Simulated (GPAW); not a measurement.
NbCu:

```
CELL_PARAMETERS angstrom
0.00000 2.56221 2.56221
2.56221 0.00000 2.56221
2.56221 2.56221 0.00000
ATOMIC_POSITIONS crystal
Nb 0.00000 0.00000 0.00000
Cu 0.50000 0.50000 0.50000
```

The cell was built by a generator and needn't be a form met in nature.

Base run:

```yaml
Program: GPAW 26.7.0
Functional: PBE
Potentials_or_basis: GPAW PAW data sets (gpaw-data 1.2.1)
Cutoff: 600 eV
Basis: pw
k_mesh: 9 × 9 × 9
Occupations: fermi-dirac, width 0.05 eV
Spin: no spin polarisation
Hubbard_terms: Nb d U = 2 eV
```

Its results: band gap on the k mesh none (metal or under the smearing width); pressure 1.7 GPa.

Problem. The run is repeated on the same cell with these changes: hubbard terms from Nb d U = 2 eV to Nb d U = 6 eV. What comes out?

Solution. Band gap on the k mesh none (metal or under the smearing width); pressure 14.9 GPa.

Caveats: with this Cu data set, volumes or pressures lay over 1.5 % or 2 GPa off other programs in two to four cells of ten; U without spin polarisation on a metal has little footing; the U is typed as a test and isn't derived for this compound.
